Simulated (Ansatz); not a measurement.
Working through a rigid scan of one bond length of CH5AlBN, SMILES B[N]1[CH2][AlH]1

Computed with the Python package of Ansatz (0.2.0).

Contents of `ch5albn.xyz`:
```text
9

B    -0.17490    1.04350   -1.02880
N    -0.58160   -0.29590   -0.49050
C     0.58170   -0.95310    0.06350
Al   -0.39080   -0.16200    1.44060
H     0.47660    1.16790   -2.00780
H    -0.86080    2.04940   -0.72710
H     0.57710   -2.05660   -0.00430
H     1.63400   -0.46200   -0.16070
H    -1.17300   -0.37750    2.89810
```

At the Python prompt:
```pycon
>>> import ansatz as az
>>> import numpy as np
>>> mol = az.Crystal.molecule_from_extxyz("ch5albn.xyz")
>>> symbols = [site.symbol for site in mol.cartesian_sites]
>>> start = np.array([site.position_ang for site in mol.cartesian_sites])
>>> axis = (start[4] - start[0]) / np.linalg.norm(start[4] - start[0])
>>> moving = [4]
>>> lengths, energies = [1.041, 1.088, 1.135, 1.183, 1.23, 1.277, 1.324, 1.395], []
>>> for length in lengths:
...     xyz = start.copy()
...     xyz[moving] += (length - np.linalg.norm(start[4] - start[0])) * axis
...     point = az.Crystal.molecule()
...     for symbol, xyz in zip(symbols, xyz):
...         point = point.atom(symbol, xyz.tolist())
...     calc = (
...         point.calculation()
...         .basis(gaussian="cc-pVDZ")
...         .functional("CAM-B3LYP")
...     )
...     report = calc.run().report
...     energies.append(report["free_energy_ev"])
...     print(f"r = {length:6.3f} A  E = {energies[-1]:.5f} eV  <S^2> = {abs(report['mean_field']['state']['spin_squared']):.3f}")
...
r =  1.041 A  E = -9876.72233 eV  <S^2> = 0.000
r =  1.088 A  E = -9876.95319 eV  <S^2> = 0.000
r =  1.135 A  E = -9877.09188 eV  <S^2> = 0.000
r =  1.183 A  E = -9877.15778 eV  <S^2> = 0.000
r =  1.230 A  E = -9877.16343 eV  <S^2> = 0.000
r =  1.277 A  E = -9877.12301 eV  <S^2> = 0.000
r =  1.324 A  E = -9877.04634 eV  <S^2> = 0.000
r =  1.395 A  E = -9876.87901 eV  <S^2> = 0.000
>>> # quartic fit about the minimum
>>> fit = np.polynomial.Polynomial.fit(lengths, np.array(energies) - min(energies), 4).convert()
>>> roots = [r.real for r in fit.deriv().roots() if abs(r.imag) < 1e-9 and fit.deriv(2)(r.real) > 0]
>>> r_e = min(roots, key=lambda r: abs(r - lengths[int(np.argmin(energies))]))
>>> print(f"minimum of the fit at {r_e:.4f} A, force constant {fit.deriv(2)(r_e):.2f} eV/A^2")
minimum of the fit at 1.2110 A, force constant 22.83 eV/A^2
```

Caveats:
- Total energies depend on the basis set; only differences at equal settings carry meaning.
- The rest of the molecule is held rigid at a force-field or estimated start geometry, and the basis set is modest; single-reference methods fail as a bond breaks.
- The orbitals are restricted, so S² is zero by construction.
- Run time: 15 s on 1 thread of Intel(R) Xeon(R) Platinum 8488C (Sapphire Rapids), with other jobs on the host, peak memory 0.24 GiB.

(Lines on the test bed's own set-up are left out of the output.)
